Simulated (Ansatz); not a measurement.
**C2H8NSb: up Jacob's ladder to CCSD(T)**

The task here is to estimate one member of a computed series from the others.

Computed with Ansatz 0.2.0, Gaussian basis. Level: functionals in def2-TZVPP, the program's frozen cores in correlated methods.

Plan: LDA (SPW92), PBE-D4, revPBE-D4, BLYP-D4, r2SCAN-D4, B97M-V, PBE0-D4, B3LYP-D4, r2SCANh-D4, r2SCAN0-D4, HSE06-D4, BHLYP-D4, CAM-B3LYP-D4, LC-ωPBE, ωB97X-V, ωB97M-V, B2PLYP, PBE-QIDH; CCSD(T)/def2-SVP; CCSD(T)/def2-TZVPP; MP2/def2-QZVPP; extrapolation to the limit; RPA on PBE.

## The geometry

The geometry comes from an earlier relaxation with PBE0-D4 in a triple-zeta def2 set; it is a stationary point, not always the lowest conformer. Sb takes the def2 core potential; no spin-orbit term is included.

SMILES `C[N](C)[SbH2]`, 12 atoms, charge 0, spin multiplicity 1.

Atoms are counted from 1 here; the program's logs count them from 0.

Bond lengths: C1–N2 1.446 Å, C1–H5 1.097 Å, C1–H6 1.105 Å, C1–H7 1.093 Å, N2–C3 1.446 Å, N2–Sb4 2.061 Å, C3–H8 1.093 Å, C3–H9 1.097 Å, C3–H10 1.105 Å, Sb4–H11 1.714 Å, Sb4–H12 1.714 Å. Angles: N2–C1–H5 109.3°, N2–C1–H6 114.4°, N2–C1–H7 110.4°, H5–C1–H6 107.0°, H5–C1–H7 107.4°, H6–C1–H7 108.1°, C1–N2–C3 111.6°, C1–N2–Sb4 112.9°, C3–N2–Sb4 112.9°, N2–C3–H8 110.4°, N2–C3–H9 109.3°, N2–C3–H10 114.4°, H8–C3–H9 107.4°, H8–C3–H10 108.1°, H9–C3–H10 107.0°, N2–Sb4–H11 92.8°, N2–Sb4–H12 92.8°, H11–Sb4–H12 92.0°.

Geometry (Å):

```xyz
12

C    -0.2157    1.2248   -0.6049
N     0.1690   -0.1068   -0.1939
C     0.9404   -0.0841    1.0285
Sb   -1.4224   -1.4135   -0.1146
H     0.6861    1.8291   -0.7635
H    -0.8428    1.7648    0.1267
H    -0.7564    1.1896   -1.5546
H     1.2610   -1.0948    1.2960
H     1.8453    0.5165    0.8743
H     0.4091    0.3475    1.8954
H    -1.5949   -1.4386   -1.8193
H    -0.4017   -2.7897   -0.1364
```

Set-up of the first run:

File in.yaml:

```yaml
crystal:
  periodic: [false, false, false]
  atoms:
    - {symbol: C, position_ang: [-0.215674, 1.224793, -0.604854]}
    - {symbol: N, position_ang: [0.168959, -0.106754, -0.193859]}
    - {symbol: C, position_ang: [0.940402, -0.084149, 1.028546]}
    - {symbol: Sb, position_ang: [-1.422405, -1.413524, -0.114594]}
    - {symbol: H, position_ang: [0.686063, 1.829096, -0.763489]}
    - {symbol: H, position_ang: [-0.842755, 1.764765, 0.126719]}
    - {symbol: H, position_ang: [-0.756440, 1.189603, -1.554609]}
    - {symbol: H, position_ang: [1.261006, -1.094771, 1.296048]}
    - {symbol: H, position_ang: [1.845309, 0.516533, 0.874277]}
    - {symbol: H, position_ang: [0.409099, 0.347500, 1.895373]}
    - {symbol: H, position_ang: [-1.594904, -1.438574, -1.819255]}
    - {symbol: H, position_ang: [-0.401659, -2.789719, -0.136404]}
basis:
  gaussian: {orbitals: def2-TZVPP}
hamiltonian: {xc: lda}
output: {orbitals: {seedname: orbitals}}
```

Launch:

```bash
ansatz run in.yaml --threads 4 --pin off --events-out ev --progress --plain --max-ram 10444MiB
```

Steps of the session up to this table: LDA; PBE-D4 (GGA); revPBE-D4 (GGA); BLYP-D4 (GGA); r2SCAN-D4 (meta-GGA); B97M-V (meta-GGA); B3LYP-D4 (hybrid); r2SCANh-D4 (hybrid); r2SCAN0-D4 (hybrid); HSE06-D4 (hybrid); BHLYP-D4 (hybrid); CAM-B3LYP-D4 (range-separated); LC-ωPBE (range-separated); ωB97X-V (range-separated); ωB97M-V (range-separated); B2PLYP (double hybrid); PBE-QIDH (double hybrid).

One of the session's tables, all rows but one given; the rest of the session is left out.

It belongs to the step «Orbital energies across the functionals». 

| functional | HOMO (eV) | gap (eV) |
| --- | --- | --- |
| LDA (SPW92) | -4.80 | 3.11 |
| PBE-D4 | ? | ? |
| revPBE-D4 | -4.67 | 3.32 |
| BLYP-D4 | -4.60 | 3.24 |
| r2SCAN-D4 | -4.93 | 3.71 |
| B97M-V | -5.07 | 3.71 |
| PBE0-D4 | -5.91 | 5.24 |
| B3LYP-D4 | -5.72 | 4.82 |
| r2SCANh-D4 | -5.39 | 4.44 |
| r2SCAN0-D4 | -6.07 | 5.53 |
| HSE06-D4 | -5.52 | 4.48 |
| BHLYP-D4 | -7.03 | 7.14 |
| CAM-B3LYP-D4 | -7.20 | 7.46 |
| LC-ωPBE | -8.44 | 9.82 |
| ωB97X-V | -8.16 | 9.40 |
| ωB97M-V | -8.09 | 9.10 |

Q: Estimate the row for PBE-D4 from the others.

The run gave: HOMO (eV): -4.71; gap (eV): 3.25. In the column «HOMO (eV)» it lies between LDA (SPW92) (-4.80) and revPBE-D4 (-4.67).
